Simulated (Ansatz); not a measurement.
Working through a rigid scan of one bond angle of BrH3OSn, SMILES [OH][SnH2][Br]

With Ansatz 0.2.0 through its Python package.

Notebook, run cell by cell (the value of a cell's last expression is shown):

**Cell 1**
```python
import ansatz as az
from ase import Atoms

BASIS_SET = "def2-SVP"
XC = "r2scan0"
FMAX = 0.02
```

**Cell 2**
```python
atoms = Atoms(["O", "Sn", "Br", "H", "H", "H"], positions=[
    (-1.2245, -0.9132, -0.5022),
    (0.2995, 0.146, 0.122),
    (2.0544, -1.4567, 0.871),
    (-1.8462, -0.1619, -0.7958),
    (0.9269, 1.1296, -1.1996),
    (-0.1681, 1.1921, 1.4584),
])

# relax first, so that the scan starts from a minimum
first = (
    az.Crystal.molecule_from_ase(atoms).calculation()
    .basis(gaussian=BASIS_SET)
    .functional(XC)
    .relax(force_tolerance=FMAX, max_steps=80)
)
atoms.positions = first.run(threads=1).report["positions_ang"]
```

**Cell 3**
```python
rows = []
for angle in [85, 95, 105, 115, 125, 140, 160]:
    bent = atoms.copy()
    bent.set_angle(1, 0, 3, angle, indices=[3])
    model = az.Crystal.molecule_from_ase(bent).calculation().basis(gaussian=BASIS_SET).functional(XC)
    rows.append((angle, model.run(threads=1).report["free_energy_ev"]))
floor = min(e for _, e in rows)
for angle, e in rows:
    print(f"angle Sn1-O0-H3 = {angle:3d} deg   {1000 * (e - floor):9.1f} meV")
```
Output:
```text
angle Sn1-O0-H3 =  85 deg       392.8 meV
angle Sn1-O0-H3 =  95 deg       153.6 meV
angle Sn1-O0-H3 = 105 deg        31.9 meV
angle Sn1-O0-H3 = 115 deg         0.0 meV
angle Sn1-O0-H3 = 125 deg        34.6 meV
angle Sn1-O0-H3 = 140 deg       164.8 meV
angle Sn1-O0-H3 = 160 deg       376.0 meV
```

Notes:
- The scan is rigid, and the energies are electronic, in a modest basis. The zero is the lowest point of the grid, which needn't be the minimum.
- def2 sets replace the cores of elements past krypton by effective core potentials.
- It ran for 79 s on 1 thread of Intel(R) Xeon(R) 6975P-C (Granite Rapids) (shared host), peak memory 0.29 GiB.
